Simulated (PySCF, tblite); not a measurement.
# C₃H₁₁BN₂Si: geometry, infrared bands and NMR shifts

Aim: predict the infrared bands and NMR shifts of C₃H₁₁BN₂Si (`BN1CCN(C)[SiH2]1`).

The runs use tblite 0.8.0 and PySCF 2.14.0, with density-fitted response routines of our own; the level of theory stands in each step. All values are computed, except where a source is named. Atoms are numbered from 0 throughout.

**1. Starting geometry**

18 atoms, charge 0, multiplicity 1; geometry from: force field or distance geometry start.

Bonds of the start (Å): B0–N1 1.54, N1–C2 1.46, C2–C3 1.53, C3–N4 1.47, N4–C5 1.44, N4–Si6 1.81, Si6–N1 1.80, B0–H7 1.18, B0–H8 1.19, C2–H9 1.11, C2–H10 1.10, C3–H11 1.10, C3–H12 1.09, C5–H13 1.11, C5–H14 1.12, C5–H15 1.09, Si6–H16 1.46, Si6–H17 1.47.

**2. Geometry optimisation with GFN2-xTB**

What the job is given:

```
{"job": {"kind": "relax", "xc": "GFN2-xTB", "basis": "xTB"}, "charge": 0, "multiplicity": 1}
B      2.758200    -0.131700    -0.435500
N      1.327800     0.350900    -0.759400
C      0.828000     1.177000     0.339900
C     -0.699700     1.143800     0.216600
N     -0.937800    -0.263900     0.584400
C     -2.309800    -0.659300     0.441100
Si     0.152100    -1.011200    -0.648300
H      3.448700    -0.576800    -1.287600
H      3.092900    -0.315400     0.693300
H      1.169100     0.716400     1.294400
H      1.147200     2.220400     0.217900
H     -1.197900     1.827900     0.915500
H     -0.942000     1.319900    -0.829900
H     -3.013200     0.201900     0.437900
H     -2.588200    -1.273000     1.331900
H     -2.520000    -1.276200    -0.436000
H     -0.511500    -1.207400    -1.932600
H      0.787400    -2.236900    -0.155300
```

Run with:

```console
> OMP_NUM_THREADS=1 python probes_run.py task.json out
```

One launch serves the whole session: the jobs run in the order shown.

**Question.** This job is followed by: GFN2-xTB harmonic vibrations, gas phase; GIAO PBE0/pcSseg-1 NMR shielding, non-relativistic, gas phase. What will the session give for the following? strongest single infrared mode (GFN2-xTB); zero-point energy (GFN2-xTB); 13C shifts against TMS (PBE0/pcSseg-1); 1H shifts against TMS (PBE0/pcSseg-1, means over atoms taken as alike); 11B shifts against BF3·OEt2 (PBE0/pcSseg-1); 15N shifts against NH3 (PBE0/pcSseg-1); 29Si shifts against TMS (PBE0/pcSseg-1).

**Answer**, as computed:

| quantity | value |
| --- | --- |
| strongest single infrared mode (GFN2-xTB) | 2206 cm⁻¹, 449 km/mol |
| zero-point energy (GFN2-xTB) | 89.5 kcal/mol |
| 13C shifts against TMS (PBE0/pcSseg-1) | 57.0, 56.8, 35.0 ppm |
| 1H shifts against TMS (PBE0/pcSseg-1, means over atoms taken as alike) | 5.24, 5.16, 3.91, 3.03, 2.75 ppm |
| 11B shifts against BF3·OEt2 (PBE0/pcSseg-1) | 40.9 ppm |
| 15N shifts against NH3 (PBE0/pcSseg-1) | 146.4, 27.2 ppm |
| 29Si shifts against TMS (PBE0/pcSseg-1) | -22.8 ppm |

In words: Over 113 steps the energy fell by 1.873 eV; of the close pairs, B0–N1 changed most, 1.544 to 1.387 Å. No mode is imaginary among the 48: a minimum at this level. The strongest single mode, at 2206 cm⁻¹, moves mainly H16. Unscaled tight-binding wavenumbers are off by several per cent, some by more. Its intensities can rank the bands wrongly. At PBE0/pcSseg-1: Shielding is most anisotropic at N1 (span 215 ppm, paramagnetic term -206 ppm).
